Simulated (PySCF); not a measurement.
**CrNH3: relaxation and vibrations of the singlet**

Aim: relax CrNH3 as a singlet from a square planar start, check by its vibrations whether the end is a minimum, and collect its spectrum and constants.

Method: PBE0, basis Cr def2-TZVP, N def2-TZVP, H def2-TZVP, no relativity, density fitting; program: PySCF 2.14.0.

**1. Starting geometry**

5 atoms, charge 0, spin multiplicity 1.

Bond lengths: Cr1–N2 1.710 Å, Cr1–H3 1.540 Å, Cr1–H4 1.540 Å, Cr1–H5 1.540 Å. Angles: N2–Cr1–H3 90.0°, N2–Cr1–H4 180.0°, N2–Cr1–H5 90.0°, H3–Cr1–H4 90.0°, H3–Cr1–H5 180.0°, H4–Cr1–H5 90.0°.

```xyz
5
charge 0 multiplicity 1
Cr    0.0000    0.0000    0.0000
N     0.0000   -1.7100    0.0000
H     1.5400    0.0000    0.0000
H     0.0000    1.5400    0.0000
H    -1.5400    0.0000    0.0000
```

**2. First SCF at the start**

One driver script runs all steps and calls PySCF; scf.py shows how it sets up the SCF of each step. The optimiser is the driver's own. After this first run the driver tries any further starts and a stability analysis.

Contents of scf.py:

```python
from pyscf import gto, scf, dft
mol = gto.M(atom='''
Cr     0.000000     0.000000     0.000000
N     -0.000000    -1.710000     0.000000
H      1.540000     0.000000     0.000000
H      0.000000     1.540000     0.000000
H     -1.540000     0.000000     0.000000''',
    basis={'Cr': 'def2-TZVP', 'N': 'def2-TZVP', 'H': 'def2-TZVP'},
    charge=0, spin=0)
mf = dft.RKS(mol, xc='PBE0')
mf.grids.atom_grid = (50, 194)
aux = {'Cr': 'def2-universal-JKFIT', 'N': 'def2-universal-JKFIT', 'H': 'def2-universal-JKFIT'}
mf = mf.density_fit(auxbasis=aux)
mf.conv_tol = 1e-08
mf.diis_space = 10
mf.max_cycle = 60
mf.init_guess = 'minao'
mf.verbose = 4
mf.kernel()
```

Command:

```bash
> OMP_NUM_THREADS=2 python axn.py task.json out
```

Output:

```text
init E= -1100.11336660893
  HOMO = -0.337442258243416  LUMO = -0.32988368911465  gap/eV = 0.20568
cycle= 1 E= -1098.91199717203  delta_E=  1.2  |g|= 3.09  |ddm|= 2.34
  HOMO = -0.0421460625603308  LUMO = -0.00617336037224447  gap/eV = 0.97887
cycle= 2 E= -1091.93806464359  delta_E= 6.97  |g|= 5.94  |ddm|=    5
  HOMO = -0.246849399272131  LUMO = -0.217343659196803  gap/eV = 0.80289
cycle= 3 E= -1100.00842411304  delta_E= -8.07  |g|= 1.54  |ddm|= 4.27
  HOMO = -0.28111226623049  LUMO = -0.272863164993002  gap/eV = 0.22447
cycle= 4 E= -1100.10302276649  delta_E= -0.0946  |g|= 1.21  |ddm|= 0.763
  HOMO = -0.264206591585114  LUMO = -0.228396637350659  gap/eV = 0.97444
cycle= 5 E= -1100.34130224425  delta_E= -0.238  |g|= 0.63  |ddm|= 0.459
  HOMO = -0.283705878059713  LUMO = -0.221638770354083  gap/eV = 1.68893
cycle= 6 E= -1100.41225702513  delta_E= -0.071  |g|= 0.0526  |ddm|= 0.366
  HOMO = -0.287792227698205  LUMO = -0.209637011016662  gap/eV = 2.12671
cycle= 7 E= -1100.41120274221  delta_E= 0.00105  |g|= 0.181  |ddm|= 0.197
  HOMO = -0.289753280822503  LUMO = -0.207137195017442  gap/eV = 2.24810
cycle= 8 E= -1100.41368409889  delta_E= -0.00248  |g|= 0.137  |ddm|= 0.0338
  HOMO = -0.29635769681643  LUMO = -0.204953281009134  gap/eV = 2.48724
cycle= 9 E= -1100.41721234419  delta_E= -0.00353  |g|= 0.0494  |ddm|= 0.128
  HOMO = -0.300068928315853  LUMO = -0.204050977433027  gap/eV = 2.61278
cycle= 10 E= -1100.41785726834  delta_E= -0.000645  |g|= 0.0166  |ddm|= 0.0864
  HOMO = -0.29985406649085  LUMO = -0.204579726135834  gap/eV = 2.59255
cycle= 11 E= -1100.41792138176  delta_E= -6.41e-05  |g|= 0.00484  |ddm|= 0.0119
  HOMO = -0.299745986144397  LUMO = -0.204945142733622  gap/eV = 2.57966
cycle= 12 E= -1100.41794039896  delta_E= -1.9e-05  |g|= 0.00226  |ddm|= 0.0131
  HOMO = -0.299805271456548  LUMO = -0.204997318451253  gap/eV = 2.57986
cycle= 13 E= -1100.41794531999  delta_E= -4.92e-06  |g|= 0.000957  |ddm|= 0.0101
  HOMO = -0.299787230534379  LUMO = -0.205095984727793  gap/eV = 2.57668
cycle= 14 E= -1100.41794572843  delta_E= -4.08e-07  |g|= 0.00068  |ddm|= 0.00176
  HOMO = -0.299768010127651  LUMO = -0.205078988420204  gap/eV = 2.57662
cycle= 15 E= -1100.41794582496  delta_E= -9.65e-08  |g|= 9.02e-05  |ddm|= 0.00085
  HOMO = -0.299773028067224  LUMO = -0.205083418475877  gap/eV = 2.57664
cycle= 16 E= -1100.41794582917  delta_E= -4.21e-09  |g|= 4.25e-05  |ddm|= 0.000192
  HOMO = -0.299768169185511  LUMO = -0.205075671647849  gap/eV = 2.57671
Extra cycle  E= -1100.41794580893  delta_E= 2.02e-08  |g|= 0.000377  |ddm|= 0.000132
converged SCF energy = -1100.41794580893
```

This step, with its further starts and checks, took 13 s on 2 threads, shared host.

The starts that the driver tried:

| start | energy (Eh) |
| --- | --- |
| the minimal-basis guess | -1100.417946 |
| a thermally smeared density | -1100.417946 |
| a smeared PBE density | -1100.417946 |

No lower closed-shell solution turned up from the other starts or in the test of internal stability.

**3. Relaxing the singlet from the square planar start**

The program finds C2v symmetry in the start, which this walk keeps. The walk stops when the largest gradient is under 0.0003 Eh/bohr and the energy has settled too.

scf.py, as its differences from that of step 2:

```diff
@@ -3,5 +3,5 @@
-Cr     0.000000     0.000000     0.000000
-N     -0.000000    -1.710000     0.000000
-H      1.540000     0.000000     0.000000
-H      0.000000     1.540000     0.000000
-H     -1.540000     0.000000     0.000000''',
+Cr     0.000000     0.324694     0.000000
+N      0.000000    -1.385306     0.000000
+H      1.540000     0.324694     0.000000
+H      0.000000     1.864694     0.000000
+H     -1.540000     0.324694    -0.000000''',
@@ -17 +16,0 @@
-mf.init_guess = 'minao'
```

The optimiser's trace:

| step | energy (Eh) | change (kJ/mol) | largest symmetric gradient (Eh/bohr) |
| --- | --- | --- | --- |
| 0 | -1100.417946 | 0.00 | 0.27344 |
| 1 | -1100.488901 | -186.29 | 0.10915 |
| 2 | -1100.501226 | -218.65 | 0.09035 |
| 3 | -1100.511693 | -246.13 | 0.01622 |
| 4 | -1100.516796 | -259.53 | 0.01757 |
| 5 | -1100.522697 | -275.02 | 0.01776 |
| 6 | -1100.532161 | -299.87 | 0.02244 |
| 7 | -1100.544505 | -332.28 | 0.02717 |
| 8 | -1100.558281 | -368.45 | 0.03334 |
| 9 | -1100.560357 | -373.90 | 0.01614 |
| 10 | -1100.563122 | -381.16 | 0.00503 |
| 11 | -1100.563219 | -381.42 | 0.00267 |
| 12 | -1100.563226 | -381.43 | 0.00017 |
| 13 | -1100.563226 | -381.43 | 0.00002 |

The walk took 28 s.

End point (C2v, 13 steps, 381.4 kJ/mol gained): Cr–H 1.773 Å, Cr–H 1.807 Å (×2), Cr–N 1.494 Å; H–Cr–H 35.1° (×2), H–Cr–H 70.3°, H–Cr–N 144.9° (×2), H–Cr–N 180.0°.

**4. Is it a minimum? Harmonic modes**

On the finer grid the gradient is checked again; gradients at displacements of ±0.02 bohr then give force constants and infrared intensities.

scf.py, as its differences from that of step 3:

```diff
@@ -3,5 +3,5 @@
-Cr     0.000000     0.324694     0.000000
-N      0.000000    -1.385306     0.000000
-H      1.540000     0.324694     0.000000
-H      0.000000     1.864694     0.000000
-H     -1.540000     0.324694    -0.000000''',
+Cr    -0.000000     0.234284    -0.000000
+N      0.000000    -1.259948     0.000000
+H      1.040159     1.712206     0.000000
+H     -0.000000     2.007576    -0.000000
+H     -1.040159     1.712206    -0.000000''',
@@ -11 +11 @@
-mf.grids.atom_grid = (50, 194)
+mf.grids.atom_grid = (75, 302)
@@ -14 +14 @@
-mf.conv_tol = 1e-08
+mf.conv_tol = 1e-10
```

This SCF starts from the last density.

Log of the central SCF (cycles and frontier levels):

```text
init E= -1100.56324966142
  HOMO = -0.24921880566099  LUMO = -0.0980821586800106  gap/eV = 4.11264
cycle= 1 E= -1100.56324966037  delta_E= 1.06e-09  |g|= 8.46e-05  |ddm|= 3.51e-05
  HOMO = -0.249242536775964  LUMO = -0.0980855472650196  gap/eV = 4.11319
cycle= 2 E= -1100.5632496295  delta_E= 3.09e-08  |g|= 0.00046  |ddm|= 0.000188
  HOMO = -0.249222108939568  LUMO = -0.0980824500621803  gap/eV = 4.11272
cycle= 3 E= -1100.56324966145  delta_E= -3.2e-08  |g|= 2.3e-06  |ddm|= 0.000158
  HOMO = -0.249222325098178  LUMO = -0.0980825919909193  gap/eV = 4.11272
cycle= 4 E= -1100.56324966146  delta_E= -1.14e-12  |g|= 7.89e-08  |ddm|= 1.55e-06
  HOMO = -0.249222298768726  LUMO = -0.0980825819179456  gap/eV = 4.11272
Extra cycle  E= -1100.56324966146  delta_E= -3.87e-12  |g|= 2.83e-07  |ddm|= 2.15e-07
converged SCF energy = -1100.56324966146
```

The whole step took 56 s.

Geometry: C2v; Cr–H 1.773 Å, Cr–H 1.807 Å (×2), Cr–N 1.494 Å; H–Cr–H 35.1° (×2), H–Cr–H 70.3°, H–Cr–N 144.9° (×2), H–Cr–N 180.0°.

Modes, for the most abundant isotopes:

```
symmetry  ω (cm⁻¹)  IR (km/mol)
      b2     1228i         2495
      b1      421i          165
      b2       386          0.0
      a1       995         54.8
      a1      1231          229
      b1      1323         14.3
      b2      1507          310
      a1      1745          115
      a1      1892         73.1
```

2 modes are imaginary, the largest at 1228i cm⁻¹: a saddle point, not a minimum.

Constants and moments:

```
Dipole moment                                                   : 1.71 D
Highest occupied level                                          : -6.78 eV
Lowest empty level                                              : -2.67 eV
Rotational constants                                            : 7.73, 0.4809, 0.4528 cm⁻¹
Zero-point energy (real modes)                                  : 54.3 kJ/mol
Principal polarisabilities                                      : 25.2, 41.5, 57.3 bohr³
Atomisation energy without zero-point energy                    : 763 kJ/mol
Principal traceless quadrupole moments about the centre of mass : -4.86, -0.54, 5.40 D Å
```

Charges (e) and bond orders:

| atom | Mulliken | Löwdin | polar tensor | Mayer order to Cr1 |
| --- | --- | --- | --- | --- |
| Cr1 | 0.67 | 0.19 | 1.13 | – |
| N2 | -0.50 | -0.21 | -0.84 | 2.79 |
| H3,5 | -0.14 | -0.05 | -0.38 | 0.47 |
| H4 | 0.12 | 0.13 | 0.46 | 0.34 |

Outer orbital energies (eV). occupied: -50.97, -19.83, -14.09, -9.67, -9.16, -8.71, -7.40, -6.78; empty: -2.67, -2.31, -1.73, 0.00.

Mulliken populations on Cr1: s 6.20, p 12.36, d 4.76, f 0.01.

**5. Leaving the saddle point**

The start is the last point, displaced along its most imaginary mode.

The program finds Cs symmetry in the start, which this walk keeps. Threshold on the gradient: 0.0003 Eh/bohr, with a further test on the energy change.

scf.py, as its differences from that of step 4:

```diff
@@ -3,5 +3,5 @@
-Cr    -0.000000     0.234284    -0.000000
-N      0.000000    -1.259948     0.000000
-H      1.040159     1.712206     0.000000
-H     -0.000000     2.007576    -0.000000
-H     -1.040159     1.712206    -0.000000''',
+Cr    -0.000870     0.234281    -0.000000
+N     -0.000402    -1.259950     0.000000
+H      1.005380     1.769086     0.000000
+H      0.120000     2.007574    -0.000000
+H     -1.074938     1.655320    -0.000000''',
@@ -11 +11 @@
-mf.grids.atom_grid = (75, 302)
+mf.grids.atom_grid = (50, 194)
@@ -14 +14 @@
-mf.conv_tol = 1e-10
+mf.conv_tol = 1e-08
```

The optimiser's trace:

| step | energy (Eh) | change (kJ/mol) | largest symmetric gradient (Eh/bohr) |
| --- | --- | --- | --- |
| 0 | -1100.565122 | 0.00 | 0.00691 |
| 1 | -1100.566677 | -4.08 | 0.01261 |
| 2 | -1100.575001 | -25.94 | 0.02188 |
| 3 | -1100.580973 | -41.62 | 0.01962 |
| 4 | -1100.583486 | -48.21 | 0.01329 |
| 5 | -1100.585262 | -52.88 | 0.00416 |
| 6 | -1100.585812 | -54.32 | 0.00262 |
| 7 | -1100.586086 | -55.04 | 0.00251 |
| 8 | -1100.586268 | -55.52 | 0.00269 |
| 9 | -1100.586486 | -56.09 | 0.00449 |
| 10 | -1100.586762 | -56.82 | 0.00563 |
| 11 | -1100.587132 | -57.79 | 0.00698 |
| 12 | -1100.587453 | -58.63 | 0.00980 |
| 13 | -1100.587818 | -59.59 | 0.00527 |
| 14 | -1100.587964 | -59.97 | 0.01669 |
| 15 | -1100.588431 | -61.20 | 0.00302 |
| 16 | -1100.588466 | -61.29 | 0.00341 |
| 17 | -1100.588499 | -61.38 | 0.00194 |
| 18 | -1100.588534 | -61.47 | 0.00147 |
| 19 | -1100.588548 | -61.51 | 0.00050 |
| 20 | -1100.588553 | -61.52 | 0.00050 |
| 21 | -1100.588553 | -61.52 | 0.00012 |

The walk took 44 s.

Positions (Å) and forces (eV/Å) along the way:

```
step 0
Cr  -0.001   0.234   0.000  -0.227  -0.084   0.000
N    0.000  -1.260   0.000  -0.031   0.037   0.000
H    1.005   1.769   0.000   0.226   0.180   0.000
H    0.120   2.008   0.000   0.353   0.213   0.000
H   -1.075   1.655   0.000  -0.321  -0.346   0.000
step 1
Cr  -0.005   0.242   0.000  -0.287  -0.099   0.000
N   -0.009  -1.252   0.000  -0.021   0.053   0.000
H    1.033   1.775   0.000  -0.178   0.282   0.000
H    0.150   2.021   0.000   0.646   0.115   0.000
H   -1.120   1.621   0.000  -0.161  -0.351   0.000
step 11
Cr  -0.332   0.445   0.000   0.132   0.359   0.000
N    0.091  -0.976   0.000  -0.117  -0.050   0.000
H    1.389   1.723   0.000  -0.078  -0.083   0.000
H    0.852   2.268   0.000  -0.021  -0.043   0.000
H   -1.952   0.947   0.000   0.084  -0.183   0.000
step 21
Cr  -0.411   0.648   0.000  -0.001   0.006   0.000
N    0.163  -0.723   0.000   0.000  -0.005   0.000
H    1.385   1.542   0.000   0.005  -0.002   0.000
H    0.989   2.202   0.000  -0.002  -0.001   0.000
H   -2.076   0.737   0.000  -0.003   0.002   0.000
```

After 21 steps and 61.5 kJ/mol it ends at Cs: Cr–H 1.667 Å, Cr–H 2.007 Å, Cr–N 1.486 Å, H–H 0.769 Å; Cr–H–H 85.5°, H–Cr–H 150.5°, H–Cr–N 93.7°, H–Cr–N 115.8°.

**6. Vibrations and properties at this point**

The same treatment as at the point before.

scf.py, as its differences from that of step 5:

```diff
@@ -3,5 +3,5 @@
-Cr    -0.000870     0.234281    -0.000000
-N     -0.000402    -1.259950     0.000000
-H      1.005380     1.769086     0.000000
-H      0.120000     2.007574    -0.000000
-H     -1.074938     1.655320    -0.000000''',
+Cr    -0.158248     0.265030    -0.000000
+N      0.455929    -1.089066     0.000000
+H      1.660403     1.111091     0.000000
+H      1.277848     1.779670     0.000000
+H     -1.824453     0.306523    -0.000000''',
@@ -11 +11 @@
-mf.grids.atom_grid = (50, 194)
+mf.grids.atom_grid = (75, 302)
@@ -14 +14 @@
-mf.conv_tol = 1e-08
+mf.conv_tol = 1e-10
```

SCF at the final geometry:

```text
init E= -1100.58857456244
  HOMO = -0.227948909897332  LUMO = -0.0921584407399401  gap/eV = 3.69505
cycle= 1 E= -1100.58857456194  delta_E= 4.94e-10  |g|= 5.84e-05  |ddm|= 2.36e-05
  HOMO = -0.227936015882708  LUMO = -0.0921429874614752  gap/eV = 3.69512
cycle= 2 E= -1100.588574547  delta_E= 1.49e-08  |g|= 0.000323  |ddm|= 0.000129
  HOMO = -0.227946923023968  LUMO = -0.0921560749233556  gap/eV = 3.69506
cycle= 3 E= -1100.58857456245  delta_E= -1.55e-08  |g|= 5.42e-07  |ddm|= 0.000109
  HOMO = -0.227946913326196  LUMO = -0.0921560395550003  gap/eV = 3.69506
cycle= 4 E= -1100.58857456245  delta_E= 2.05e-12  |g|= 1.98e-07  |ddm|= 5.32e-07
  HOMO = -0.22794690304076  LUMO = -0.0921560221521744  gap/eV = 3.69506
Extra cycle  E= -1100.58857456245  delta_E= 1.14e-12  |g|= 8.36e-07  |ddm|= 5.39e-07
converged SCF energy = -1100.58857456245
```

The whole step took 1.8 min on 2 threads, shared host.

Geometry: Cs; Cr–H 1.667 Å, Cr–H 2.006 Å, Cr–N 1.487 Å, H–H 0.770 Å; Cr–H–H 85.2°, H–Cr–H 153.6°, H–Cr–N 90.6°, H–Cr–N 115.8°.

Modes, for the most abundant isotopes:

```tsv
symmetry	ω (cm⁻¹)	IR (km/mol)	μ (u)
a''	373i	222	1.13
a'	102	3.2	1.29
a'	499	89.7	1.12
a''	551	0.3	1.01
a'	576	5.0	1.06
a'	920	12.0	1.01
a'	1250	130	16.18
a'	1727	161	1.03
a'	4030	25.0	1.01
```

With 1 mode imaginary (up to 373i cm⁻¹) this point is a saddle.

Constants and moments:

```yaml
Dipole_moment: 4.67 D
Highest_occupied_level: -6.20 eV
Lowest_empty_level: -2.51 eV
Rotational_constants: 1.699, 0.6289, 0.459 cm⁻¹
Zero-point_energy_real_modes: 57.7 kJ/mol
Principal_polarisabilities: 34.8, 37.9, 53.1 bohr³
Atomisation_energy_without_zero-point_energy: 830 kJ/mol
Principal_traceless_quadrupole_moments_about_the_centre_of_mass: -6.21, 0.81, 5.40 D Å
```

Charges (e) and bond orders:

```json
{"atom": "Cr1", "Mulliken": "0.63", "Löwdin": "0.17", "polar tensor": "1.00", "Mayer order to Cr1": "–"}
{"atom": "N2", "Mulliken": "-0.56", "Löwdin": "-0.19", "polar tensor": "-0.69", "Mayer order to Cr1": "2.92"}
{"atom": "H3", "Mulliken": "0.11", "Löwdin": "0.12", "polar tensor": "0.11", "Mayer order to Cr1": "0.14"}
{"atom": "H4", "Mulliken": "0.02", "Löwdin": "0.09", "polar tensor": "-0.02", "Mayer order to Cr1": "0.18"}
{"atom": "H5", "Mulliken": "-0.20", "Löwdin": "-0.19", "polar tensor": "-0.40", "Mayer order to Cr1": "0.84"}
```

Outer orbital energies (eV). occupied: -51.04, -19.90, -15.37, -9.53, -9.16, -9.13, -8.02, -6.20; empty: -2.51, -1.44, -1.40, -1.20.

Mulliken populations on Cr1: s 6.39, p 12.37, d 4.61, f 0.01.

**7. Following the imaginary mode**

The start is the last point, displaced along its most imaginary mode.

The program finds C1 symmetry in the start.

scf.py, as its differences from that of step 6:

```diff
@@ -3,5 +3,5 @@
-Cr    -0.158248     0.265030    -0.000000
-N      0.455929    -1.089066     0.000000
-H      1.660403     1.111091     0.000000
-H      1.277848     1.779670     0.000000
-H     -1.824453     0.306523    -0.000000''',
+Cr    -0.147916     0.239832     0.005822
+N      0.466261    -1.114264    -0.006356
+H      1.670735     1.085893    -0.036433
+H      1.288180     1.754472    -0.055319
+H     -1.814121     0.281325    -0.120000''',
@@ -11 +11 @@
-mf.grids.atom_grid = (75, 302)
+mf.grids.atom_grid = (50, 194)
@@ -14 +14 @@
-mf.conv_tol = 1e-10
+mf.conv_tol = 1e-08
```

Energy and gradient, step by step:

| step | energy (Eh) | change (kJ/mol) | largest gradient (Eh/bohr) |
| --- | --- | --- | --- |
| 0 | -1100.588731 | 0.00 | 0.00279 |
| 1 | -1100.591082 | -6.17 | 0.02595 |
| 2 | -1100.591386 | -6.97 | 0.04263 |
| 3 | -1100.593732 | -13.13 | 0.01763 |
| 4 | -1100.598365 | -25.30 | 0.00919 |
| 5 | -1100.601670 | -33.97 | 0.02058 |
| 6 | -1100.604632 | -41.75 | 0.03365 |
| 7 | -1100.606054 | -45.48 | 0.04551 |
| 8 | -1100.610532 | -57.24 | 0.01968 |
| 9 | -1100.613872 | -66.01 | 0.02255 |
| 10 | -1100.616923 | -74.02 | 0.02283 |
| 11 | -1100.618334 | -77.72 | 0.01222 |
| 12 | -1100.619424 | -80.59 | 0.00745 |
| 13 | -1100.619840 | -81.68 | 0.00751 |
| 14 | -1100.620149 | -82.49 | 0.00394 |
| 15 | -1100.620355 | -83.03 | 0.00237 |
| 16 | -1100.620479 | -83.36 | 0.00203 |
| 17 | -1100.620550 | -83.54 | 0.00090 |
| 18 | -1100.620556 | -83.56 | 0.00088 |
| 19 | -1100.620569 | -83.59 | 0.00025 |
| 20 | -1100.620570 | -83.59 | 0.00022 |

The walk took 50 s.

Geometry (Å) and forces (eV/Å) at some steps:

```
step 0
Cr  -0.148   0.240   0.006  -0.040   0.003   0.143
N    0.466  -1.114  -0.006  -0.014   0.001  -0.043
H    1.671   1.086  -0.036  -0.009   0.003  -0.018
H    1.288   1.754  -0.055   0.001  -0.009  -0.028
H   -1.814   0.281  -0.120   0.061   0.002  -0.055
step 1
Cr  -0.155   0.246   0.209   0.186  -1.335   0.002
N    0.465  -1.103  -0.070  -0.581   1.317   0.186
H    1.665   1.079  -0.052  -0.110  -0.029  -0.104
H    1.285   1.748  -0.101  -0.045  -0.011  -0.026
H   -1.798   0.277  -0.199   0.550   0.058  -0.058
step 10
Cr   0.048   0.132   0.580   0.829  -1.036  -0.830
N    0.537  -1.063  -0.202  -0.689   1.174   0.651
H    1.340   1.045   0.096  -0.224   0.490   0.110
H    0.608   1.368  -0.353   0.323  -0.619   0.109
H   -1.071   0.766  -0.333  -0.239  -0.009  -0.039
step 20
Cr   0.073   0.130   0.562   0.000   0.011   0.007
N    0.490  -1.052  -0.233   0.001  -0.006  -0.010
H    1.336   1.149   0.172   0.003  -0.006  -0.001
H    0.680   1.274  -0.416   0.001  -0.006   0.000
H   -1.116   0.747  -0.298  -0.005   0.007   0.004
```

It settles in C1 symmetry, 83.6 kJ/mol below the start, after 20 steps: Cr–H 1.592 Å, Cr–H 1.623 Å, Cr–H 1.669 Å, Cr–N 1.484 Å, H–H 0.890 Å; Cr–H–H 71.5°, Cr–H–H 77.2°, H–Cr–H 31.3°, H–Cr–H 71.4°, H–Cr–H 101.7°, H–Cr–N 97.7°.

**8. Is it a minimum? Harmonic modes**

The point was taken to the finer grid, but the Hessian ran out of time, so its nature is unknown.

**9. Summary of results**

```
           quantity  value
        relaxations      3
          converged      3
saddle points found      2
       minima found      0
```

No minimum was confirmed: the time limit cut the work short. The C2v point found is a saddle, so the minimum has another shape. No equilibrium property of the molecule follows from this session.
